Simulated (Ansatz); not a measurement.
# ClF2GeHO: the cost of one run

Method: RKS CAM-B3LYP-D4/def2-SVP, in Ansatz 0.2.0.

### Step 1. The starting structure

Bond lengths: Ge1–O2 1.770 Å, O2–H3 1.010 Å, Ge1–Cl4 2.220 Å, Ge1–F5 1.679 Å, Ge1–F6 1.679 Å. Angles: Ge1–O2–H3 109.5°, O2–Ge1–Cl4 109.5°, O2–Ge1–F5 109.5°, O2–Ge1–F6 109.5°, Cl4–Ge1–F5 109.5°, Cl4–Ge1–F6 109.5°, F5–Ge1–F6 109.5°.

Coordinates:

```xyz
6

Ge    0.0000    0.0000    0.0000
O     0.0000    0.0000    1.7700
H    -0.9095   -0.2814    2.1071
Cl    2.0935    0.0000   -0.7393
F    -0.7913    1.3709   -0.5594
F    -0.7913   -1.3709   -0.5594
```

### Step 2. Preparing the start

input.yaml reads:

```yaml
crystal:
  periodic: [false, false, false]
  atoms:
    - { symbol: Ge, position_ang: [0.0, 0.0, 0.0] }
    - { symbol: O, position_ang: [0.0, 0.0, 1.77] }
    - { symbol: H, position_ang: [-0.9095, -0.2814, 2.1071] }
    - { symbol: Cl, position_ang: [2.0935, 0.0, -0.7393] }
    - { symbol: F, position_ang: [-0.7913, 1.3709, -0.5594] }
    - { symbol: F, position_ang: [-0.7913, -1.3709, -0.5594] }
basis:
  gaussian: { orbitals: def2-SVP }
hamiltonian:
  xc: cam_b3lyp
  dispersion: d4
relax:
  f_tol: 0.02
  max_steps: 40
output:
  orbitals: {}
```

Run with:

```sh
> ansatz run input.yaml --threads 2 --pin off --max-ram 3072MiB --backend cpu --events-out ev --progress --plain --runs-dir out
```

**Question.** How long does this run take on 2 threads of Intel Xeon Platinum 8259CL at 2.50GHz (Skylake/Cascade Lake), shared host, and how much memory does it need?

About 43 s, with a peak of 0.28 GiB.
